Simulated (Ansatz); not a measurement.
# Mg3Au (P6_3/mmc): single point from a Python script

What energy and properties does Mg3Au (P6_3/mmc) have at the given structure? A script is to give a single point; the system is Mg3Au (P6_3/mmc).

Computed with Ansatz 0.2.0 through its Python package. Level of theory: DFT PBEsol, plane waves, PAW.

## Step 1: Starting point

It takes space group P6_3/mmc (No. 194, hexagonal). The conventional cell has a = 4.640 Å, b = 4.640 Å, c = 8.460 Å, α = 90.00°, β = 90.00°, γ = 120.00°. Mg (site symmetry 3m) is surrounded by 8 Mg at 2.82 to 3.03 Å and 3 Au at 3.03 Å. Around Mg (site symmetry -6m2) lie 3 Au at 2.68 Å and 8 Mg at 2.82 to 3.03 Å. Around Au (site symmetry -6m2) lie 9 Mg at 2.68 to 3.03 Å.

The script holds or builds the structure itself.

## Step 2: The script

Input file mg3au.py:

```python
"""Ground state of Mg3Au at the given structure."""

import sys

import ansatz as az

structure = (
    az.Lattice.of((4.64, 0.0, 0.0), (-2.32, 4.01836, 0.0), (0.0, 0.0, 8.46))
    .atom("Mg", (1 / 3, 2 / 3, 0.583))
    .atom("Mg", (2 / 3, 1 / 3, 0.083))
    .atom("Mg", (1 / 3, 2 / 3, 0.917))
    .atom("Mg", (2 / 3, 1 / 3, 0.417))
    .atom("Mg", (1 / 3, 2 / 3, 0.25))
    .atom("Mg", (2 / 3, 1 / 3, 0.75))
    .atom("Au", (0.0, 0.0, 0.25))
    .atom("Au", (0.0, 0.0, 0.75))
)

# functional, basis and sampling
calc = (
    structure.calculation()
    .functional("PBEsol")
    .pseudopotentials("paw")
    .kpoints(5, 5, 3)
    .occupations(az.OccupationsMethod.FERMI_DIRAC, width=0.1)
    .forces()
    .band_table()
)
try:
    result = calc.run(threads=1, pin="off")
except az.NonConvergedError as error:
    sys.exit(f"no convergence: {error}")
except az.RefusalError as error:
    sys.exit(f"input refused: {error}")
r = result.report

n_atoms = len(r["lattice"]["sites"])
print("F =", round(r["free_energy_ev"], 4), "eV for", n_atoms, "atoms")
print("E(sigma -> 0) =", round(r["energy_sigma0_ev"], 4), "eV, TS =", round(r["entropy_ts_ev"], 5), "eV")
print("closed by", r["closed_by"], "after", r["n_iterations"], "iterations")

# forces in eV per angstrom
print("forces (eV/A)")
for site, force in zip(result.lattice.sites, r["forces_ev_ang"]):
    print(f"  {site.symbol:2s} {force[0]:9.4f} {force[1]:9.4f} {force[2]:9.4f}")

print("band  energy (eV)  occupation, at k =", r["kpoints_frac"][0])
for band, (e, occ) in enumerate(zip(r["eigenvalues_ev"][0], r["occupations"][0]), start=1):
    print(f"{band:4d} {e:12.4f} {occ:9.4f}")
```

## Step 3: The run

Started as:

```
python mg3au.py
```

**Question.** What results will this script give? Wanted: free energy; gap on the mesh; largest force.

**Answer**, as computed:

```
       quantity                                value
    free energy  -37487.5262 eV (-4685.9408 eV/atom)
gap on the mesh                                 none
  largest force                           0.275 eV/Å
```

The mesh shows no gap. Forces reach 0.28 eV/Å, so the atoms aren't at rest. The computed bands are complete only to about 4.4 eV above the Fermi level. For a metal this k-point mesh is coarse: on a finer one energies can move by several to tens of meV an atom and pressures by half a GPa or more, differences at one mesh by less. Levels are Kohn-Sham eigenvalues on this mesh, without spin-orbit coupling.
